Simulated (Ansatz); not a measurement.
# C2H8SeSi2Zn: up Jacob's ladder to CCSD(T)

An exercise on one series of results from a longer session: the logs are not shown, and one member is left open.

Method: functionals in def2-TZVPP, the program's frozen cores in correlated methods; program: Ansatz 0.2.0, Gaussian basis.

The runs, in order: LDA (SPW92), PBE-D4, revPBE-D4, BLYP-D4, r2SCAN-D4, B97M-V, PBE0-D4, B3LYP-D4, r2SCANh-D4, r2SCAN0-D4, HSE06-D4, BHLYP-D4, CAM-B3LYP-D4, LC-ωPBE, ωB97X-V, ωB97M-V, B2PLYP, PBE-QIDH; CCSD(T)/def2-SVP; CCSD(T)/def2-TZVPP; MP2/def2-QZVPP; extrapolation to the limit; RPA on PBE.

### Structure used throughout

All runs share one geometry, relaxed beforehand with PBE0-D4 in a triple-zeta def2 set.

14 atoms, charge 0, spin multiplicity 1.

Atoms are counted from 1 here; the program's logs count them from 0.

Bond lengths: C1–Si2 1.871 Å, C1–Zn6 1.941 Å, C1–H7 1.090 Å, C1–H8 1.093 Å, Si2–Si3 2.382 Å, Si2–H9 1.492 Å, Si2–H10 1.494 Å, Si3–Se4 2.300 Å, Si3–H11 1.491 Å, Si3–H12 1.488 Å, Se4–C5 1.994 Å, C5–Zn6 1.935 Å, C5–H13 1.088 Å, C5–H14 1.089 Å. Angles: Si2–C1–Zn6 100.2°, Si2–C1–H7 111.5°, Si2–C1–H8 111.0°, Zn6–C1–H7 116.4°, Zn6–C1–H8 108.3°, H7–C1–H8 109.1°, C1–Si2–Si3 112.0°, C1–Si2–H9 109.5°, C1–Si2–H10 114.9°, Si3–Si2–H9 105.7°, Si3–Si2–H10 107.0°, H9–Si2–H10 107.2°, Si2–Si3–Se4 115.5°, Si2–Si3–H11 109.8°, Si2–Si3–H12 111.6°, Se4–Si3–H11 109.8°, Se4–Si3–H12 101.9°, H11–Si3–H12 107.8° and more.

Coordinates:

| atom | x (Å) | y (Å) | z (Å) |
| --- | --- | --- | --- |
| C1 | -1.0874 | 1.1123 | 1.2602 |
| Si2 | 0.3973 | 0.0608 | 1.6959 |
| Si3 | 0.9467 | -1.4721 | -0.0428 |
| Se4 | -0.4340 | -1.4206 | -1.8811 |
| C5 | -0.3704 | 0.5026 | -2.4028 |
| Zn6 | -0.9028 | 1.1826 | -0.6708 |
| H7 | -1.0679 | 2.0680 | 1.7849 |
| H8 | -2.0194 | 0.5921 | 1.4975 |
| H9 | 1.5962 | 0.9337 | 1.8595 |
| H10 | 0.2566 | -0.7350 | 2.9521 |
| H11 | 2.3619 | -1.2685 | -0.4671 |
| H12 | 0.8053 | -2.8836 | 0.4074 |
| H13 | 0.6192 | 0.7402 | -2.7868 |
| H14 | -1.1013 | 0.5875 | -3.2060 |

Set-up of the first run:

The input, in.yaml:

```yaml
crystal:
  periodic: [false, false, false]
  atoms:
    - {symbol: C, position_ang: [-1.087358, 1.112296, 1.260218]}
    - {symbol: Si, position_ang: [0.397311, 0.060800, 1.695914]}
    - {symbol: Si, position_ang: [0.946687, -1.472111, -0.042850]}
    - {symbol: Se, position_ang: [-0.434047, -1.420635, -1.881124]}
    - {symbol: C, position_ang: [-0.370422, 0.502568, -2.402826]}
    - {symbol: Zn, position_ang: [-0.902769, 1.182599, -0.670807]}
    - {symbol: H, position_ang: [-1.067915, 2.068039, 1.784892]}
    - {symbol: H, position_ang: [-2.019387, 0.592102, 1.497477]}
    - {symbol: H, position_ang: [1.596235, 0.933742, 1.859508]}
    - {symbol: H, position_ang: [0.256625, -0.735010, 2.952137]}
    - {symbol: H, position_ang: [2.361880, -1.268503, -0.467067]}
    - {symbol: H, position_ang: [0.805305, -2.883605, 0.407358]}
    - {symbol: H, position_ang: [0.619163, 0.740216, -2.786820]}
    - {symbol: H, position_ang: [-1.101298, 0.587512, -3.206009]}
basis:
  gaussian: {orbitals: def2-TZVPP}
hamiltonian: {xc: lda}
output: {orbitals: {seedname: orbitals}}
```

Command:

```console
> ansatz run in.yaml --threads 2 --pin off --events-out ev --progress --plain --max-ram 22528MiB --backend cuda --devices 0, --max-vram 18GiB
```

Steps of the session up to this table: LDA; PBE-D4 (GGA); revPBE-D4 (GGA); BLYP-D4 (GGA); r2SCAN-D4 (meta-GGA); B97M-V (meta-GGA); PBE0-D4 (hybrid); B3LYP-D4 (hybrid); r2SCANh-D4 (hybrid); r2SCAN0-D4 (hybrid); HSE06-D4 (hybrid); BHLYP-D4 (hybrid); CAM-B3LYP-D4 (range-separated); LC-ωPBE (range-separated); ωB97X-V (range-separated); ωB97M-V (range-separated); B2PLYP (double hybrid); PBE-QIDH (double hybrid).

One table of the session follows, with a row left open; its other results are not shown here.

It belongs to the step «Frontier levels by functional». 

```
  functional  HOMO (eV)  gap (eV)
 LDA (SPW92)      -5.30      3.36
      PBE-D4      -5.16      3.42
   revPBE-D4      -5.11      3.46
     BLYP-D4      -5.00      3.38
   r2SCAN-D4      -5.37      3.84
      B97M-V      -5.47      3.76
     PBE0-D4      -6.16      5.20
    B3LYP-D4      -5.97      4.78
  r2SCANh-D4      -5.74      4.49
  r2SCAN0-D4      -6.31      5.46
    HSE06-D4          ?         ?
    BHLYP-D4      -7.05      6.78
CAM-B3LYP-D4      -7.37      7.27
     LC-ωPBE      -8.65      9.63
     ωB97X-V      -8.34      9.16
     ωB97M-V      -8.21      8.72
```

Estimate the missing values for HSE06-D4.

The run gave: HOMO (eV): -5.78; gap (eV): 4.44. In the column «HOMO (eV)» it lies between B3LYP-D4 (-5.97) and r2SCANh-D4 (-5.74).
